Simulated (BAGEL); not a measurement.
# GeH3O2F (SMILES [OH][GeH]([OH])[F]), step by step

Wanted: a series of 15 runs (B3LYP/6-31G*, RI-MP2/6-31G*) of FGeH3O2. 

The results are computed with BAGEL 1.2.2.

2 further runs of the same task are left out: 2 set aside as unsound or not needed.

**1. The molecule**

The species is GeH3O2F (7 atoms), meant as a singlet with charge 0. As SMILES, `[OH][GeH]([OH])[F]`. One bond was lengthened or shortened from a relaxed shape.

Bond lengths: O1–Ge2 1.758 Å, Ge2–O3 1.748 Å, Ge2–F4 1.736 Å, O1–H5 0.961 Å, Ge2–H6 1.293 Å, O3–H7 0.961 Å. Angles: O1–Ge2–O3 108.4°, O1–Ge2–F4 104.7°, O3–Ge2–F4 110.1°, O1–Ge2–H6 116.0°, O3–Ge2–H6 108.9°, F4–Ge2–H6 108.5°, Ge2–O1–H5 112.4°, Ge2–O3–H7 112.8°.

**2. The energy at B3LYP/6-31G(d) (density fitting with svp-jkfit, spherical functions) (run 1)**

File job.json:

```json
{ "bagel" : [

{
  "title" : "molecule",
  "basis" : "6-31gs.json",
  "df_basis" : "svp-jkfit",
  "angstrom" : "true",
  "geometry" : [
    { "atom" : "O", "xyz" : [   -0.386485,    1.217189,   -0.647038 ] },
    { "atom" : "Ge", "xyz" : [   -0.141085,    0.050089,    0.644662 ] },
    { "atom" : "O", "xyz" : [    1.484615,   -0.579111,    0.519862 ] },
    { "atom" : "F", "xyz" : [   -1.293885,   -1.207611,    0.325462 ] },
    { "atom" : "H", "xyz" : [   -1.242785,    1.118689,   -1.071638 ] },
    { "atom" : "H", "xyz" : [   -0.331400,    0.485800,    1.847500 ] },
    { "atom" : "H", "xyz" : [    1.770815,   -0.691811,   -0.390838 ] }
  ]
},
{
  "title" : "ks",
  "xc_func" : "b3lyp"
},
{
  "title" : "print",
  "file" : "orbitals.molden",
  "orbitals" : "true"
}

]}
```

The basis set 6-31G* is read from a file made from the Basis Set Exchange's data (not shown).

Run with:

```sh
$ BAGEL_NUM_THREADS=1 BAGEL job.json > job.out
```

The log of the run:

```text
* using 1 threads per process

  ===============================================================
  ===============================================================

  *** Geometry ***

  { "atom" : "O", "xyz" : [     -0.730351,      2.300154,     -1.222725 ] },
  { "atom" : "Ge", "xyz" : [     -0.266612,      0.094654,      1.218235 ] },
  { "atom" : "O", "xyz" : [      2.805516,     -1.094361,      0.982397 ] },
  { "atom" : "F", "xyz" : [     -2.445088,     -2.282054,      0.615034 ] },
  { "atom" : "H", "xyz" : [     -2.348523,      2.114016,     -2.025102 ] },
  { "atom" : "H", "xyz" : [     -0.626255,      0.918029,      3.491269 ] },
  { "atom" : "H", "xyz" : [      3.346355,     -1.307333,     -0.738577 ] },

  Number of auxiliary basis functions:      551

  Since a DF basis is specified, we compute 2- and 3-index integrals:
    o Being stored without compression. Storage requirement is 0.028 GB

  Number of basis functions:       80
  Number of electrons      :       60

    * METHOD: MOLECULE                             0.35

  *** Kohn-Sham DFT ***

    * Removing 12342 points whose weight is below 1.00e-10
    * Grid points: 92000

  === Nuclear Repulsion ===
   329.6567010031

       - DIIS with orbital gradients will be used.

  === KS iteration (b3lyp / 6-31gs.json) ===
      0      -2230.92047336          0.13183990           0.38
      1      -2051.50800840          0.24420142           0.36
      2      -2204.26933921          0.13247983           0.35
      3      -2241.27374247          0.18535162           0.35
      4      -2310.74564684          0.16400262           0.37
      5      -2250.52575632          0.17583022           0.37
      6      -2250.55390472          0.18277926           0.37
      7      -2248.74876977          0.17810242           0.37
      8      -2241.65345138          0.22642755           0.37
      9      -2324.75464643          0.09817552           0.37
     10      -2322.28176091          0.12033978           0.37
     11      -2327.79618755          0.05166463           0.38
     12      -2327.31455820          0.06007610           0.38
     13      -2328.77854933          0.01599573           0.38
     14      -2328.85215165          0.00903796           0.37
     15      -2328.88712119          0.00085079           0.37
     16      -2328.88741999          0.00012139           0.37
     17      -2328.88742495          0.00006048           0.37
     18      -2328.88742557          0.00004937           0.38
     19      -2328.88742661          0.00000640           0.37
     20      -2328.88742663          0.00000223           0.38
     21      -2328.88742663          0.00000081           0.38
     22      -2328.88742663          0.00000033           0.37
     23      -2328.88742663          0.00000005           0.37
     24      -2328.88742663          0.00000002           0.38
     25      -2328.88742663          0.00000001           0.38
     26      -2328.88742663          0.00000000           0.37
    * SCF iteration converged.

    * Permanent dipole moment:
           (    0.240074,    -0.323913,     0.213094) a.u.

    * METHOD: KS                                  10.47

    * METHOD: PRINT                                0.02

  ===============================================================
```

It took 11 s on 1 thread of Arm Neoverse V1, shared host; peak memory 0.4 GiB.

**3. Bond 6-2 at 1.522 A: a single-point energy at RI-MP2/6-31G(d) (density fitting with svp-jkfit, spherical functions) (run 2)**

File calc.json:

```json
{ "bagel": [

{
  "title": "molecule",
  "basis": "6-31gs.json",
  "df_basis": "svp-jkfit",
  "angstrom": true,
  "geometry": [
    { "atom": "O", "xyz": [   -0.352906,    1.140315,   -0.859260 ] },
    { "atom": "Ge", "xyz": [   -0.107506,   -0.026785,    0.432440 ] },
    { "atom": "O", "xyz": [    1.518194,   -0.655985,    0.307640 ] },
    { "atom": "F", "xyz": [   -1.260306,   -1.284485,    0.113240 ] },
    { "atom": "H", "xyz": [   -1.209206,    1.041815,   -1.283860 ] },
    { "atom": "H", "xyz": [   -0.331400,    0.485800,    1.847500 ] },
    { "atom": "H", "xyz": [    1.804394,   -0.768685,   -0.603060 ] }
  ]
},
{ "title": "hf" },
{ "title": "mp2", "ncore": 12 }

]}
```

The basis set 6-31G* is read from a file made from the Basis Set Exchange's data (not shown).

Run with:

```sh
$ BAGEL_NUM_THREADS=1 BAGEL calc.json > calc.out
```

The log of the run:

```text
* using 1 threads per process

  ===============================================================
  ===============================================================

  *** Geometry ***

  { "atom" : "O", "xyz" : [     -0.666896,      2.154883,     -1.623766 ] },
  { "atom" : "Ge", "xyz" : [     -0.203157,     -0.050616,      0.817193 ] },
  { "atom" : "O", "xyz" : [      2.868971,     -1.239632,      0.581355 ] },
  { "atom" : "F", "xyz" : [     -2.381633,     -2.427325,      0.213993 ] },
  { "atom" : "H", "xyz" : [     -2.285068,      1.968745,     -2.426144 ] },
  { "atom" : "H", "xyz" : [     -0.626255,      0.918029,      3.491269 ] },
  { "atom" : "H", "xyz" : [      3.409810,     -1.452604,     -1.139618 ] },

  Number of auxiliary basis functions:      551

  Since a DF basis is specified, we compute 2- and 3-index integrals:
    o Being stored without compression. Storage requirement is 0.028 GB

  Number of basis functions:       80
  Number of electrons      :       60

    * METHOD: MOLECULE                             0.34

  *** RHF ***

  === Nuclear Repulsion ===
   327.3282964122

      * DIIS with orbital gradients will be used.

  === RHF iteration (6-31gs.json) ===
      0      -2325.69535157          0.02750346           0.10
      1      -2325.90935507          0.01820657           0.10
      2      -2326.05641191          0.00127946           0.09
      3      -2326.05744609          0.00054313           0.09
      4      -2326.05756145          0.00009292           0.09
      5      -2326.05757096          0.00002599           0.09
      6      -2326.05757189          0.00000904           0.09
      7      -2326.05757196          0.00000293           0.09
      8      -2326.05757197          0.00000055           0.09
      9      -2326.05757197          0.00000021           0.09
     10      -2326.05757197          0.00000009           0.09
     11      -2326.05757197          0.00000003           0.09
     12      -2326.05757197          0.00000001           0.09
    * SCF iteration converged.

    * Permanent dipole moment:
           (    0.268906,    -0.348683,     0.251180) a.u.

    * METHOD: HF                                   1.49

  *** RHF ***

  === Nuclear Repulsion ===
   327.3282964122

      * DIIS with orbital gradients will be used.

  === RHF iteration (6-31gs.json) ===
      0      -2326.05757197          0.00000001           0.09
    * SCF iteration converged.

    * Permanent dipole moment:
           (    0.268906,    -0.348683,     0.251179) a.u.

  === DF-MP2 calculation ===

    * freezing 12 orbitals
    * 3-index integral transformation done
    * assembly done

      MP2 correlation energy:   -0.7821784561      0.06

      MP2 total energy:       -2326.8397504222

    * METHOD: MP2                                  0.27

  ===============================================================
```

It took 2.2 s on 1 thread of Arm Neoverse V1, shared host; peak memory 0.15 GiB.

Runs 3 to 13 aren't shown in full; the table further down has their settings and results.

**4. Bond 6-2 at 4.261 A: a single-point energy at RI-MP2/6-31G(d) (density fitting with svp-jkfit, spherical functions) (run 14)**

File job.json:

```json
{ "bagel" : [

{
  "title" : "molecule",
  "basis" : "6-31gs.json",
  "df_basis" : "svp-jkfit",
  "angstrom" : true,
  "geometry" : [
    { "atom" : "O", "xyz" : [    0.050120,    0.217620,   -3.406479 ] },
    { "atom" : "Ge", "xyz" : [    0.295520,   -0.949480,   -2.114779 ] },
    { "atom" : "O", "xyz" : [    1.921220,   -1.578680,   -2.239579 ] },
    { "atom" : "F", "xyz" : [   -0.857280,   -2.207180,   -2.433979 ] },
    { "atom" : "H", "xyz" : [   -0.806180,    0.119120,   -3.831079 ] },
    { "atom" : "H", "xyz" : [   -0.331400,    0.485800,    1.847500 ] },
    { "atom" : "H", "xyz" : [    2.207420,   -1.691380,   -3.150279 ] }
  ]
},
{ "title" : "hf" },
{ "title" : "mp2", "ncore" : 12 }

]}
```

The basis set 6-31G* is read from a file made from the Basis Set Exchange's data (not shown).

Run with:

```sh
$ BAGEL_NUM_THREADS=1 BAGEL job.json > job.out
```

The log of the run:

```text
* using 1 threads per process

  ===============================================================
  ===============================================================

  *** Geometry ***

  { "atom" : "O", "xyz" : [      0.094713,      0.411242,     -6.437312 ] },
  { "atom" : "Ge", "xyz" : [      0.558452,     -1.794257,     -3.996353 ] },
  { "atom" : "O", "xyz" : [      3.630580,     -2.983273,     -4.232191 ] },
  { "atom" : "F", "xyz" : [     -1.620024,     -4.170966,     -4.599554 ] },
  { "atom" : "H", "xyz" : [     -1.523459,      0.225104,     -7.239690 ] },
  { "atom" : "H", "xyz" : [     -0.626255,      0.918029,      3.491269 ] },
  { "atom" : "H", "xyz" : [      4.171419,     -3.196245,     -5.953165 ] },

  Number of auxiliary basis functions:      551

  Since a DF basis is specified, we compute 2- and 3-index integrals:
    o Being stored without compression. Storage requirement is 0.028 GB

  Number of basis functions:       80
  Number of electrons      :       60

    * METHOD: MOLECULE                             0.35

  *** RHF ***

  === Nuclear Repulsion ===
   317.7021467554

      * DIIS with orbital gradients will be used.

  === RHF iteration (6-31gs.json) ===
      0      -2325.16500626          0.02887296           0.11
      1      -2325.19066590          0.02900160           0.10
      2      -2325.76214356          0.00360383           0.10
      3      -2325.77111801          0.00333621           0.10
      4      -2325.78101170          0.00069788           0.10
      5      -2325.78159003          0.00043695           0.10
      6      -2325.78179321          0.00009108           0.10
      7      -2325.78180675          0.00003987           0.10
      8      -2325.78180853          0.00002087           0.10
      9      -2325.78180900          0.00000415           0.10
     10      -2325.78180903          0.00000190           0.10
     11      -2325.78180903          0.00000136           0.10
     12      -2325.78180904          0.00000055           0.10
     13      -2325.78180904          0.00000018           0.10
     14      -2325.78180904          0.00000008           0.10
     15      -2325.78180904          0.00000004           0.10
     16      -2325.78180904          0.00000001           0.10
     17      -2325.78180904          0.00000001           0.10
    * SCF iteration converged.

    * Permanent dipole moment:
           (    0.114441,    -0.066455,     1.069998) a.u.

    * METHOD: HF                                   2.10

  *** RHF ***

  === Nuclear Repulsion ===
   317.7021467554

      * DIIS with orbital gradients will be used.

  === RHF iteration (6-31gs.json) ===
      0      -2325.78180904          0.00000001           0.10
    * SCF iteration converged.

    * Permanent dipole moment:
           (    0.114442,    -0.066456,     1.069994) a.u.

  === DF-MP2 calculation ===

    * freezing 12 orbitals
    * 3-index integral transformation done
    * assembly done

      MP2 correlation energy:   -0.8709505412      0.06

      MP2 total energy:       -2326.6527595775

    * METHOD: MP2                                  0.29

  ===============================================================
```

Run time: 2.9 s. Hardware: 1 thread of Arm Neoverse V1, shared host; peak memory 0.15 GiB.

**5. Bond 6-2 at 4.261 A: the energy at B3LYP/6-31G(d) (density fitting with svp-jkfit, spherical functions) (run 15)**

File input.json:

```json
{ "bagel": [

{
  "title": "molecule",
  "basis": "6-31gs.json",
  "df_basis": "svp-jkfit",
  "angstrom": true,
  "geometry": [
    { "atom": "O", "xyz": [       0.050120,       0.217620,      -3.406479 ] },
    { "atom": "Ge", "xyz": [       0.295520,      -0.949480,      -2.114779 ] },
    { "atom": "O", "xyz": [       1.921220,      -1.578680,      -2.239579 ] },
    { "atom": "F", "xyz": [      -0.857280,      -2.207180,      -2.433979 ] },
    { "atom": "H", "xyz": [      -0.806180,       0.119120,      -3.831079 ] },
    { "atom": "H", "xyz": [      -0.331400,       0.485800,       1.847500 ] },
    { "atom": "H", "xyz": [       2.207420,      -1.691380,      -3.150279 ] }
  ]
},

{ "title": "ks", "xc_func": "b3lyp" },

{ "title": "print", "file": "orbitals.molden", "orbitals": true }

]}
```

The basis set 6-31G* is read from a file made from the Basis Set Exchange's data (not shown).

Run with:

```sh
$ BAGEL_NUM_THREADS=1 BAGEL input.json > input.out
```

The log of the run:

```text
* using 1 threads per process

  ===============================================================
  ===============================================================

  *** Geometry ***

  { "atom" : "O", "xyz" : [      0.094713,      0.411242,     -6.437312 ] },
  { "atom" : "Ge", "xyz" : [      0.558452,     -1.794257,     -3.996353 ] },
  { "atom" : "O", "xyz" : [      3.630580,     -2.983273,     -4.232191 ] },
  { "atom" : "F", "xyz" : [     -1.620024,     -4.170966,     -4.599554 ] },
  { "atom" : "H", "xyz" : [     -1.523459,      0.225104,     -7.239690 ] },
  { "atom" : "H", "xyz" : [     -0.626255,      0.918029,      3.491269 ] },
  { "atom" : "H", "xyz" : [      4.171419,     -3.196245,     -5.953165 ] },

  Number of auxiliary basis functions:      551

  Since a DF basis is specified, we compute 2- and 3-index integrals:
    o Being stored without compression. Storage requirement is 0.028 GB

  Number of basis functions:       80
  Number of electrons      :       60

    * METHOD: MOLECULE                             0.35

  *** Kohn-Sham DFT ***

    * Removing 10873 points whose weight is below 1.00e-10
    * Grid points: 93469

  === Nuclear Repulsion ===
   317.7021467554

       - DIIS with orbital gradients will be used.

  === KS iteration (b3lyp / 6-31gs.json) ===
      0      -2229.51601038          0.13094972           0.41
      1      -2058.08276368          0.24271333           0.40
      2      -2204.18002659          0.13298115           0.40
      3      -2247.24956714          0.17078336           0.40
      4      -2321.62789053          0.09463871           0.40
      5      -2251.46055633          0.20237221           0.40
      6      -2250.32868910          0.21198806           0.40
      7      -2253.13026167          0.18660105           0.38
      8      -2316.05965913          0.13013775           0.38
      9      -2325.83598316          0.07583164           0.38
     10      -2321.44754596          0.11889262           0.39
     11      -2326.79278385          0.06710666           0.39
     12      -2327.80911978          0.03703296           0.39
     13      -2328.25265525          0.02185486           0.39
     14      -2328.37308407          0.00964905           0.39
     15      -2328.42346695          0.01018453           0.39
     16      -2328.49295186          0.00845379           0.38
     17      -2328.70385177          0.00405782           0.38
     18      -2328.48846429          0.00829147           0.38
     19      -2328.54433334          0.00898398           0.38
     20      -2328.70492030          0.00485109           0.38
     21      -2328.66882112          0.00609274           0.38
     22      -2328.71665540          0.00163541           0.38
     23      -2328.66092250          0.00649942           0.38
     24      -2328.69807573          0.00404590           0.38
     25      -2328.71729989          0.00085647           0.37
     26      -2328.71626409          0.00117565           0.38
     27      -2328.71708422          0.00079361           0.38
     28      -2328.71757798          0.00045597           0.38
     29      -2328.71776011          0.00022626           0.39
     30      -2328.71780863          0.00006461           0.38
     31      -2328.71781322          0.00001987           0.39
     32      -2328.71781320          0.00001878           0.39
     33      -2328.71781338          0.00000987           0.39
     34      -2328.71781345          0.00000213           0.38
     35      -2328.71781345          0.00000017           0.39
     36      -2328.71781345          0.00000006           0.39
     37      -2328.71781345          0.00000006           0.40
     38      -2328.71781345          0.00000002           0.39
     39      -2328.71781345          0.00000000           0.39
    * SCF iteration converged.

    * Permanent dipole moment:
           (    0.119400,    -0.059831,     1.048660) a.u.

    * METHOD: KS                                  15.91

    * METHOD: PRINT                                0.02

  ===============================================================
```

Wall time 17 s (1 thread of Arm Neoverse V1, shared host); peak memory 0.41 GiB.

**6. All runs side by side**

```
run                                                                level  frozen core orbitals              partner   energy (Eh)  dipole moment (D)  HOMO energy (eV)  LUMO energy (eV)  wall time
  1   B3LYP/6-31G* (density fitting with svp-jkfit, spherical functions)                     –  bond 6-2 at 1.293 A  -2328.887427               1.16             -8.72              0.45       11 s
  2  RI-MP2/6-31G* (density fitting with svp-jkfit, spherical functions)                    12  bond 6-2 at 1.522 A  -2326.839750                  –                 –                 –      2.2 s
  3   B3LYP/6-31G* (density fitting with svp-jkfit, spherical functions)                     –  bond 6-2 at 1.522 A  -2328.914632               1.21             -8.77              0.09       13 s
  4  RI-MP2/6-31G* (density fitting with svp-jkfit, spherical functions)                    12  bond 6-2 at 1.750 A  -2326.827296                  –                 –                 –      2.2 s
  5   B3LYP/6-31G* (density fitting with svp-jkfit, spherical functions)                     –  bond 6-2 at 1.750 A  -2328.903499               1.33             -8.77             -0.59       12 s
  6  RI-MP2/6-31G* (density fitting with svp-jkfit, spherical functions)                    12  bond 6-2 at 2.054 A  -2326.790478                  –                 –                 –      2.4 s
  7   B3LYP/6-31G* (density fitting with svp-jkfit, spherical functions)                     –  bond 6-2 at 2.054 A  -2328.869623               1.60             -8.53             -1.80       12 s
  8  RI-MP2/6-31G* (density fitting with svp-jkfit, spherical functions)                    12  bond 6-2 at 2.435 A  -2326.741934                  –                 –                 –      2.4 s
  9   B3LYP/6-31G* (density fitting with svp-jkfit, spherical functions)                     –  bond 6-2 at 2.435 A  -2328.824821               1.99             -7.93             -3.10       14 s
 10  RI-MP2/6-31G* (density fitting with svp-jkfit, spherical functions)                    12  bond 6-2 at 2.891 A  -2326.696059                  –                 –                 –      2.5 s
 11   B3LYP/6-31G* (density fitting with svp-jkfit, spherical functions)                     –  bond 6-2 at 2.891 A  -2328.781622               2.35             -7.30             -4.12       14 s
 12  RI-MP2/6-31G* (density fitting with svp-jkfit, spherical functions)                    12  bond 6-2 at 3.500 A  -2326.660539                  –                 –                 –      2.5 s
 13   B3LYP/6-31G* (density fitting with svp-jkfit, spherical functions)                     –  bond 6-2 at 3.500 A  -2328.743442               2.60             -6.74             -4.85       18 s
 14  RI-MP2/6-31G* (density fitting with svp-jkfit, spherical functions)                    12  bond 6-2 at 4.261 A  -2326.652760                  –                 –                 –      2.9 s
 15   B3LYP/6-31G* (density fitting with svp-jkfit, spherical functions)                     –  bond 6-2 at 4.261 A  -2328.717813               2.69             -6.34             -5.26       17 s
```

**7. Results**

```
                                  quantity           value
 bond 6-2 at 4.261 A, run 15: total energy  -2328.71781 Eh
bond 6-2 at 4.261 A, run 15: dipole moment          2.69 D
  bond 6-2 at 4.261 A, run 15: HOMO energy        -6.34 eV
  bond 6-2 at 4.261 A, run 15: LUMO energy        -5.26 eV
bond 6-2 at 4.261 A, run 15: HOMO–LUMO gap         1.09 eV
```

In runs 10, 11, 12, 13, 14, 15 a closed-shell determinant meets a far-stretched bond, which it describes badly. All runs together took 2.1 min, the longest 18 s.
